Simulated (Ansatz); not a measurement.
# C2H9ClGeSi: a nudged elastic band in two tries

Aim: a band of images between two relaxed ends for this system. SMILES of the start: C[SiH2][CH](Cl)[GeH3].

Program: Ansatz 0.2.0. Level of theory: RKS BHLYP/def2-SVP. These are calculated values, not measurements.

### 1 Starting point

Bond lengths: C1–Si2 1.870 Å, Si2–C3 1.894 Å, C3–Cl4 1.817 Å, C3–Ge5 1.970 Å, C1–H6 1.093 Å, C1–H7 1.094 Å, C1–H8 1.094 Å, Si2–H9 1.486 Å, Si2–H10 1.481 Å, C3–H11 1.093 Å, Ge5–H12 1.534 Å, Ge5–H13 1.529 Å, Ge5–H14 1.529 Å. Angles (14 of 24 angles, heavy atoms first): C1–Si2–C3 111.2°, Si2–C3–Cl4 108.6°, Si2–C3–Ge5 116.3°, Cl4–C3–Ge5 108.2°, C1–Si2–H9 110.7°, C1–Si2–H10 111.0°, C3–Si2–H9 107.0°, C3–Si2–H10 108.3°, Si2–C1–H6 110.3°, Si2–C1–H7 110.8°, Si2–C1–H8 111.0°, Si2–C3–H11 109.4°, Cl4–C3–H11 105.9°, Ge5–C3–H11 107.9°.

Coordinates:

```xyz
14

C    -1.3952    2.0154   -0.0705
Si   -0.0001    0.9014    0.4861
C    -0.0862   -0.7841   -0.3725
Cl   -0.0416   -0.5206   -2.1694
Ge    1.3268   -2.0758    0.0939
H    -1.3735    2.1376   -1.1562
H    -1.3094    3.0039    0.3898
H    -2.3662    1.5956    0.2076
H    -0.0803    0.6498    1.9484
H     1.3169    1.5095    0.1854
H    -1.0518   -1.2506   -0.1618
H     1.2501   -2.3755    1.5964
H     2.6904   -1.4735   -0.2451
H     1.1071   -3.3621   -0.7032
```

### 2 First try

Input file input.yaml:

```yaml
crystal:
  periodic: [false, false, false]
  atoms:
    - { symbol: C, position_ang: [-1.395174, 2.015397, -0.070516] }
    - { symbol: Si, position_ang: [-0.000118, 0.901351, 0.486071] }
    - { symbol: C, position_ang: [-0.086186, -0.784138, -0.372535] }
    - { symbol: Cl, position_ang: [-0.041577, -0.520599, -2.169358] }
    - { symbol: Ge, position_ang: [1.32682, -2.075777, 0.093879] }
    - { symbol: H, position_ang: [-1.373471, 2.137556, -1.156247] }
    - { symbol: H, position_ang: [-1.309394, 3.003875, 0.389751] }
    - { symbol: H, position_ang: [-2.366218, 1.595576, 0.2076] }
    - { symbol: H, position_ang: [-0.080281, 0.649764, 1.948385] }
    - { symbol: H, position_ang: [1.316912, 1.509486, 0.185408] }
    - { symbol: H, position_ang: [-1.051831, -1.250627, -0.161776] }
    - { symbol: H, position_ang: [1.250116, -2.375481, 1.596358] }
    - { symbol: H, position_ang: [2.690353, -1.47352, -0.245093] }
    - { symbol: H, position_ang: [1.10705, -3.362062, -0.703228] }
basis:
  gaussian: { orbitals: def2-SVP }
hamiltonian:
  xc: { name: BHLYP }
neb:
  order_check: false
  images: 7
  f_tol: 0.05
  max_iterations: 8
  final_atoms:
    - { symbol: C, position_ang: [-1.36878068, 2.03221326, -0.10115529] }
    - { symbol: Si, position_ang: [0.1182636, 0.97222466, 0.30070419] }
    - { symbol: C, position_ang: [-0.1777852, -0.83380738, -0.18371433] }
    - { symbol: Cl, position_ang: [-0.59111, -0.89778632, -1.951951] }
    - { symbol: Ge, position_ang: [1.31070572, -2.0835781, 0.1416993] }
    - { symbol: H, position_ang: [-1.61133892, 1.95867211, -1.16439094] }
    - { symbol: H, position_ang: [-1.17357411, 3.08191911, 0.13652106] }
    - { symbol: H, position_ang: [-2.24390004, 1.71219018, 0.47230515] }
    - { symbol: H, position_ang: [0.39759846, 0.99094648, 1.76008663] }
    - { symbol: H, position_ang: [1.32299015, 1.45487161, -0.41393567] }
    - { symbol: H, position_ang: [-1.05732589, -1.21177396, 0.34360436] }
    - { symbol: H, position_ang: [0.89468879, -3.48309126, -0.3124814] }
    - { symbol: H, position_ang: [1.62708191, -2.1012124, 1.64274912] }
    - { symbol: H, position_ang: [8.5394872, 4.37901302, 5.35865782] }
  initial_path: idpp
```

Run with:

```console
ansatz run input.yaml --threads 2 --pin off --max-ram 3072MiB --backend cpu --events-out ev --progress --plain --runs-dir out
```

Before running it: what results should come out? Wanted: first try.

As calculated:

```
 quantity                                                                                   value
first try                                                                                 timeout
    cause  one atom of the second end is shifted by 6 along every axis, far from where it belongs
```

The program did not catch the first fault at the input check, so it cost a run.
